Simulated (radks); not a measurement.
**Rb³³⁺ in [He] 2s1.75 3d0.25: an all-electron calculation**

One table from this session's results is given with a row withheld; the runs are named, their logs left out.

Program: radks (a radial shooting solver on a logarithmic mesh, Libxc functionals) version 1. Level of theory: scalar-relativistic Kohn-Sham, BLYP, spin-polarised, spherical densities, point nucleus; open shells are filled with parallel spins first. These are calculated values, not measurements, unless marked.

## The system

* element: rubidium (Z = 37)
* charge: +33
* electrons: 4
* configuration: [He] 2s1.75 3d0.25

Set-up of the first run:

Settings of this run:

```text
Z 37
configuration [He] 2s1.75 3d0.25 2p0 3s0
relativity scalar-relativistic
functional b88,lyp
spin polarised
nucleus point
c 137.035999084
```

One table of the session follows, with a row left open; its other results are not shown here.

It belongs to the step «Orbitals and density». Radial moments (bohr):

| level | <r> | outermost maximum (interpolated) | 90 % within | nodes |
| --- | --- | --- | --- | --- |
| 1s up | 0.04006 | 0.0262 | 0.0716 | 0 |
| 1s down | 0.04006 | 0.0262 | 0.0716 | 0 |
| 2s up | 0.1648 | 0.143 | 0.252 | 1 |
| 2s down | 0.1648 | 0.142 | 0.252 | 1 |
| 2p up | 0.1409 | 0.112 | 0.226 | 0 |
| 2p down | 0.1408 | 0.112 | 0.226 | 0 |
| 3s up | 0.3802 | 0.366 | 0.549 | 2 |
| 3s down | ? | ? | ? | ? |
| 3d up | 0.3061 | 0.261 | 0.462 | 0 |
| 3d down | 0.3075 | 0.262 | 0.465 | 0 |

Q: Estimate the row for 3s down from the others.

The run gave: <r>: 0.3819; outermost maximum (interpolated): 0.367; 90 % within: 0.552; nodes: 2. In the column «<r>» it is the highest.
